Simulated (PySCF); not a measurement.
**[HfO(OH)]+: a change of charge**

How does [HfO(OH)]+ respond at fixed geometry? The runs cover a change of charge. The species was built from a template and needn't be a known compound.

The runs use PySCF 2.14.0; PBE0, Hf def2-SVP with ECP60, O def2-SVP, H def2-SVP; scalar-relativistic core potentials, no spin–orbit coupling.

1 further run of the same task is left out (for a known fault of the program).

**1. Starting geometry**

4 atoms, charge 1, spin multiplicity 1.

Bond lengths: Hf1–O2 1.719 Å, Hf1–O3 1.879 Å, O3–H4 0.968 Å. Angles: O2–Hf1–O3 105.4°, Hf1–O3–H4 141.6°.

Geometry (Å):

```xyz
4
HHfO2
Hf    0.0036   -0.0343   -0.4532
O     1.0655    0.0258    0.8970
O    -1.7283    0.0254    0.2728
H    -2.1948    0.0720    1.1193
```

Formal oxidation states: Hf +4. An earlier session relaxed this geometry at PBE0, Hf def2-SVP with ECP60, O def2-SVP, H def2-SVP (singlet, point group Cs).

Its energy there is -198.563577 Eh.

**2. One electron removed, multiplicity 2**

File run.py (the lines that set the calculation):

```python
mol = gto.M(atom='''
Hf     0.00355    -0.03430    -0.45317
O      1.06546     0.02581     0.89703
O     -1.72833     0.02538     0.27279
H     -2.19479     0.07199     1.11926''',
    basis={'Hf': 'def2-SVP', 'O': 'def2-SVP', 'H': 'def2-SVP'},
    ecp={'Hf': 'def2-SVP'},
    charge=2, spin=1)
mf = dft.UKS(mol, xc='PBE0')
mf.grids.atom_grid = (50, 194)
mf = mf.density_fit()  # fitting sets: Hf def2-universal-JKFIT, O def2-universal-JKFIT, H def2-universal-JKFIT
mf.conv_tol = 1e-08; mf.max_cycle = 55
mf.kernel(dm0)  # dm0: the density of the relaxed state
```

Started as:

```bash
> OMP_NUM_THREADS=2 python run.py
```

Standard output:

```text
init E= -198.574979205462
  HOMO = -0.525993642212  LUMO = -0.509075989403  gap/eV = 0.46035
cycle= 1 E= -197.875274899108  delta_E=  0.7  |g|= 0.402  |ddm|= 0.762
  HOMO = -0.868550438102  LUMO = -0.820027868948  gap/eV = 1.32037
cycle= 2 E= -197.469740461073  delta_E= 0.406  |g|= 1.03  |ddm|= 0.946
  HOMO = -0.854108765998  LUMO = -0.744120412111  gap/eV = 2.99294
cycle= 3 E= -197.898181121976  delta_E= -0.428  |g|= 0.353  |ddm|= 0.872
  HOMO = -0.827313320519  LUMO = -0.723397861539  gap/eV = 2.82768
cycle= 4 E= -197.947261321387  delta_E= -0.0491  |g|= 0.0715  |ddm|= 0.273
  HOMO = -0.825972274729  LUMO = -0.709454937454  gap/eV = 3.17060
cycle= 5 E= -197.949297977011  delta_E= -0.00204  |g|= 0.0492  |ddm|= 0.118
  HOMO = -0.826930764432  LUMO = -0.705527522435  gap/eV = 3.30355
cycle= 6 E= -197.950530931741  delta_E= -0.00123  |g|= 0.0149  |ddm|= 0.0435
  HOMO = -0.827063804751  LUMO = -0.703921844324  gap/eV = 3.35086
cycle= 7 E= -197.950727523915  delta_E= -0.000197  |g|= 0.00936  |ddm|= 0.0288
  HOMO = -0.827222084743  LUMO = -0.703642568742  gap/eV = 3.36277
cycle= 8 E= -197.950809213613  delta_E= -8.17e-05  |g|= 0.00483  |ddm|= 0.0189
  HOMO = -0.827673147357  LUMO = -0.703650852502  gap/eV = 3.37482
cycle= 9 E= -197.950847560487  delta_E= -3.83e-05  |g|= 0.0015  |ddm|= 0.0178
  HOMO = -0.827845697969  LUMO = -0.703665947317  gap/eV = 3.37910
cycle= 10 E= -197.95085643887  delta_E= -8.88e-06  |g|= 0.000666  |ddm|= 0.00857
  HOMO = -0.827899218634  LUMO = -0.703665526336  gap/eV = 3.38057
cycle= 11 E= -197.95086096553  delta_E= -4.53e-06  |g|= 0.000533  |ddm|= 0.00614
  HOMO = -0.827891214209  LUMO = -0.703651503388  gap/eV = 3.38073
cycle= 12 E= -197.950865349224  delta_E= -4.38e-06  |g|= 0.000401  |ddm|= 0.00801
  HOMO = -0.827875007816  LUMO = -0.703639733984  gap/eV = 3.38061
cycle= 13 E= -197.950868554792  delta_E= -3.21e-06  |g|= 0.000142  |ddm|= 0.0113
  HOMO = -0.8278530047  LUMO = -0.703643215995  gap/eV = 3.37992
cycle= 14 E= -197.950868812336  delta_E= -2.58e-07  |g|= 2.98e-05  |ddm|= 0.0036
  HOMO = -0.827855724042  LUMO = -0.703646089267  gap/eV = 3.37992
cycle= 15 E= -197.950868817914  delta_E= -5.58e-09  |g|= 1.39e-05  |ddm|= 0.00053
  HOMO = -0.827858949777  LUMO = -0.703645186635  gap/eV = 3.38003
Extra cycle  E= -197.950868817461  delta_E= 4.53e-10  |g|= 3.59e-05  |ddm|= 3.33e-05
converged SCF energy = -197.950868817461  <S^2> = 0.77251875  2S+1 = 2.0223934
```

Wall time 1 s (2 threads of Arm Neoverse V1, shared host).

Result: E = -197.950869 Eh (+16.673 eV from the relaxed state), HOMO -22.53 eV, LUMO -19.15 eV (over both spins), ⟨S²⟩ = 0.773, Mulliken charge on Hf1 +1.79 e. 

**3. One electron added, multiplicity 2**

run.py (the lines that set the calculation), as its differences from that of step 2:

```diff
@@ -7,3 +7,3 @@
     ecp={'Hf': 'def2-SVP'},
-    charge=2, spin=1)
+    charge=0, spin=1)
 mf = dft.UKS(mol, xc='PBE0')
```

Started as:

```bash
> OMP_NUM_THREADS=2 python run.py
```

Standard output:

```text
init E= -198.573460679887
  HOMO = -0.327938936324  LUMO = -0.322799027158  gap/eV = 0.13986
cycle= 1 E= -198.794930911441  delta_E= -0.221  |g|= 0.185  |ddm|= 1.35
  HOMO = -0.141312451501  LUMO = -0.0525887428996  gap/eV = 2.41430
cycle= 2 E= -198.782444951626  delta_E= 0.0125  |g|= 0.279  |ddm|= 0.797
  HOMO = -0.175333632187  LUMO = -0.0796953086474  gap/eV = 2.60245
cycle= 3 E= -198.81627794581  delta_E= -0.0338  |g|= 0.12  |ddm|= 0.359
  HOMO = -0.185243792453  LUMO = -0.087952213506  gap/eV = 2.64744
cycle= 4 E= -198.821832755235  delta_E= -0.00555  |g|= 0.0219  |ddm|= 0.0972
  HOMO = -0.187832868839  LUMO = -0.0897248120442  gap/eV = 2.66966
cycle= 5 E= -198.821967401458  delta_E= -0.000135  |g|= 0.0162  |ddm|= 0.0276
  HOMO = -0.189038052018  LUMO = -0.0903487177221  gap/eV = 2.68547
cycle= 6 E= -198.822090455872  delta_E= -0.000123  |g|= 0.0026  |ddm|= 0.0153
  HOMO = -0.189297347192  LUMO = -0.0902941589788  gap/eV = 2.69401
cycle= 7 E= -198.822104012998  delta_E= -1.36e-05  |g|= 0.00119  |ddm|= 0.0084
  HOMO = -0.189389484373  LUMO = -0.0902701433051  gap/eV = 2.69717
cycle= 8 E= -198.822107628231  delta_E= -3.62e-06  |g|= 0.000347  |ddm|= 0.00563
  HOMO = -0.189387801721  LUMO = -0.0902390185899  gap/eV = 2.69798
cycle= 9 E= -198.822107876011  delta_E= -2.48e-07  |g|= 0.000118  |ddm|= 0.00128
  HOMO = -0.189377974894  LUMO = -0.0902295898766  gap/eV = 2.69796
cycle= 10 E= -198.822107899424  delta_E= -2.34e-08  |g|= 3.08e-05  |ddm|= 0.000346
  HOMO = -0.189375720528  LUMO = -0.0902257199931  gap/eV = 2.69801
cycle= 11 E= -198.822107902154  delta_E= -2.73e-09  |g|= 9.67e-06  |ddm|= 0.000158
  HOMO = -0.189375304789  LUMO = -0.0902247153675  gap/eV = 2.69802
Extra cycle  E= -198.822107902246  delta_E= -9.21e-11  |g|= 9.89e-06  |ddm|= 2.99e-05
converged SCF energy = -198.822107902246  <S^2> = 0.7531351  2S+1 = 2.0031326
```

It took 0.8 s on 2 threads of Arm Neoverse V1, shared host.

Read off: E = -198.822108 Eh (-7.035 eV from the relaxed state), HOMO -5.15 eV, LUMO -2.46 eV (over both spins), ⟨S²⟩ = 0.753, Mulliken charge on Hf1 +0.54 e. 

**4. The states side by side**

| state | energy from the relaxed state (eV) | ⟨S²⟩ | time |
| --- | --- | --- | --- |
| charge +1, singlet, vacuum (relaxed) | 0 | 0.00 |  |
| charge 0, doublet, vacuum | -7.03 | 0.75 | 0.8 s |
| charge +2, doublet, vacuum | 16.67 | 0.77 | 1 s |

An electron taken off or put on is at rest in vacuum. 

Removing an electron vertically costs 16.67 eV (doublet), against −HOMO = 14.22 eV. Adding an electron vertically releases 7.03 eV (doublet). These are double-zeta-type bases without diffuse functions. Spin–orbit coupling is left out.
